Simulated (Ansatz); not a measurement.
# SiO2: relaxation and properties

The task, for SiO2: find the equilibrium cell and see whether it has a gap, which orbitals make up the states near it and how charge is shared.

Program: Ansatz 0.2.0. Level of theory: DFT LDA, scalar-relativistic, plane waves, PAW. These are calculated values, not measurements.

## 1. Starting point

Symmetry: P2_13, No. 198, cubic system. The conventional cell has a = 7.160 Å, b = 7.160 Å, c = 7.160 Å, α = 90.00°, β = 90.00°, γ = 90.00°. Around Si (site symmetry 3) lie 4 O at 1.60 to 1.61 Å. Si (site symmetry 3) has 4 O at 1.65 to 1.67 Å in its first shell of neighbours. O (site symmetry 3) is surrounded by 2 Si at 1.61 to 1.65 Å. Around O (site symmetry 1) lie 2 Si at 1.60 to 1.67 Å.

Structure file:

```cif
data_structure
_symmetry_space_group_name_H-M 'P 1'
_symmetry_Int_Tables_number 1
_cell_length_a 7.1600
_cell_length_b 7.1600
_cell_length_c 7.1600
_cell_angle_alpha 90.000
_cell_angle_beta 90.000
_cell_angle_gamma 90.000
_cell_volume 367.06
loop_
_atom_site_label
_atom_site_type_symbol
_atom_site_fract_x
_atom_site_fract_y
_atom_site_fract_z
_atom_site_occupancy
Si1 Si 0.25500 0.25500 0.25500 1
Si2 Si 0.24500 0.74500 0.75500 1
Si3 Si 0.75500 0.24500 0.74500 1
Si4 Si 0.74500 0.75500 0.24500 1
Si5 Si 0.99200 0.99200 0.99200 1
Si6 Si 0.50800 0.00800 0.49200 1
Si7 Si 0.49200 0.50800 0.00800 1
Si8 Si 0.00800 0.49200 0.50800 1
O1 O 0.12500 0.12500 0.12500 1
O2 O 0.37500 0.87500 0.62500 1
O3 O 0.62500 0.37500 0.87500 1
O4 O 0.87500 0.62500 0.37500 1
O5 O 0.66000 0.66000 0.06200 1
O6 O 0.84000 0.34000 0.56200 1
O7 O 0.16000 0.84000 0.93800 1
O8 O 0.34000 0.16000 0.43800 1
O9 O 0.06200 0.66000 0.66000 1
O10 O 0.56200 0.84000 0.34000 1
O11 O 0.93800 0.16000 0.84000 1
O12 O 0.43800 0.34000 0.16000 1
O13 O 0.66000 0.06200 0.66000 1
O14 O 0.34000 0.56200 0.84000 1
O15 O 0.84000 0.93800 0.16000 1
O16 O 0.16000 0.43800 0.34000 1
```

Source of the structure: the Crystallography Open Database.

(A quick probe on a coarse mesh, which set the mesh and smearing, is not shown.)

## 3. Coarse relaxation

Input file input.yaml:

```yaml
crystal:
  lattice:
    - [7.16, 0.0, 0.0]
    - [0.0, 7.16, 0.0]
    - [0.0, 0.0, 7.16]
  atoms:
    - { symbol: Si, position: [0.255, 0.255, 0.255] }
    - { symbol: Si, position: [0.245, 0.745, 0.755] }
    - { symbol: Si, position: [0.755, 0.245, 0.745] }
    - { symbol: Si, position: [0.745, 0.755, 0.245] }
    - { symbol: Si, position: [0.992, 0.992, 0.992] }
    - { symbol: Si, position: [0.508, 0.008, 0.492] }
    - { symbol: Si, position: [0.492, 0.508, 0.008] }
    - { symbol: Si, position: [0.008, 0.492, 0.508] }
    - { symbol: O, position: [0.125, 0.125, 0.125] }
    - { symbol: O, position: [0.375, 0.875, 0.625] }
    - { symbol: O, position: [0.625, 0.375, 0.875] }
    - { symbol: O, position: [0.875, 0.625, 0.375] }
    - { symbol: O, position: [0.66, 0.66, 0.062] }
    - { symbol: O, position: [0.84, 0.34, 0.562] }
    - { symbol: O, position: [0.16, 0.84, 0.938] }
    - { symbol: O, position: [0.34, 0.16, 0.438] }
    - { symbol: O, position: [0.062, 0.66, 0.66] }
    - { symbol: O, position: [0.562, 0.84, 0.34] }
    - { symbol: O, position: [0.938, 0.16, 0.84] }
    - { symbol: O, position: [0.438, 0.34, 0.16] }
    - { symbol: O, position: [0.66, 0.062, 0.66] }
    - { symbol: O, position: [0.34, 0.562, 0.84] }
    - { symbol: O, position: [0.84, 0.938, 0.16] }
    - { symbol: O, position: [0.16, 0.438, 0.34] }
basis:
  ecutwfc: 420
kpoints:
  mp_grid: { grid: [4, 4, 4] }
hamiltonian:
  xc: lda
scf:
  occupations: { method: gaussian, width: 0.1 }
output:
  forces: true
  stress: true
  eigenvalues: true
relax:
  adjacent_minimum: "off"
  f_tol: 0.05
  max_steps: 80
  cell: { stress_tol: 0.5 }
```

On the command line:

```
$ ansatz run input.yaml --threads 4 --pin off --max-ram 10240MiB --backend cpu --events-out ev --progress --plain --runs-dir out
```

Further runs follow: relaxing cell and atoms; bands, states and charges.

Q: Predict the outcome of this session. Wanted: relaxed cell; volume; formation energy; gap.

As calculated:

```
                                                               quantity                                                                      value
                                                           relaxed cell  a = 7.050 Å, b = 7.050 Å, c = 7.050 Å, α = 90.00°, β = 90.00°, γ = 90.00°
                                                   space group (0.01 Å)                                                            P2_13 (No. 198)
                                                                 volume                                                              14.60 Å³/atom
formation energy (elements from runs with the same settings, not shown)                                                              -3.11 eV/atom
                                                                    gap                                              5.64 eV, indirect on the path
```

**Reading.** The relaxed volume is 4.5 % smaller than at the start. LDA usually gives cells that are too small. The gap is 5.64 eV, with the valence top between Γ and R and the conduction bottom at Γ on the path. Of the projected weight, the top eV of the valence band is O 2p (98 %), and the lowest eV of the conduction band Si 3s (47 %) and O 2s (25 %).
